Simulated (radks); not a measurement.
**Valence configurations of Ru**

An exercise on one series of results from a longer session: the logs are not shown, and one member is left open.

Program: radks (a radial shooting solver on a logarithmic mesh, Libxc functionals) version 1. Level of theory: scalar-relativistic Kohn-Sham, PBE, spin-unpolarised, spherical densities, finite nucleus. These are calculated values, not measurements, unless marked.

**Starting point**

```
element            : ruthenium (Z = 44)
charge             : 0
electrons          : 44
configuration      : [Kr] 4d7 5s1
nuclear rms radius : 4.4809 fm
others tried       : 4d6 5s1 5p1; 4d6 5s2; 4d8; 4d5 5s2 5p1; 4d6.5 5s1 5p0.5; 4d6 5p2; 4d7 5p1; 4d5 5s1 5p2; 4d6.5 5s0.5 5p1
```

The outer shells:

Ru
```
[Kr] core
4d [↑↓][↑↓][↑ ][↑ ][↑ ]
5s [↑ ]
```

Set-up of the first run:

Input:

```text
Z 44
configuration [Kr] 4d7 5s1
relativity scalar-relativistic
functional pbe,pbe
spin unpolarised
nucleus finite rms 4.4809 fm
c 137.035999084
```

Among the steps run: [Kr] 4d7 5s1.

One of the session's tables, all rows but one given; the rest of the session is left out.

Sizes of the orbitals, from the radial functions (bohr):

| level | <r> | outermost maximum (interpolated) | 90 % within | nodes |
| --- | --- | --- | --- | --- |
| 2p | 0.1270 | 0.0982 | 0.207 | 0 |
| 3s | ? | ? | ? | ? |
| 3p | 0.4030 | 0.355 | 0.608 | 1 |
| 3d | 0.3841 | 0.301 | 0.611 | 0 |
| 4s | 1.019 | 0.914 | 1.48 | 3 |
| 4p | 1.128 | 0.983 | 1.67 | 2 |
| 4d | 1.702 | 1.21 | 2.81 | 1 |
| 5s | 3.389 | 2.74 | 5.16 | 4 |

Estimate the missing values for 3s.

**Answer.** <r>: 0.4027; outermost maximum (interpolated): 0.362; 90 % within: 0.594; nodes: 2. In the column «<r>» it lies between 3d (0.3841) and 3p (0.4030).
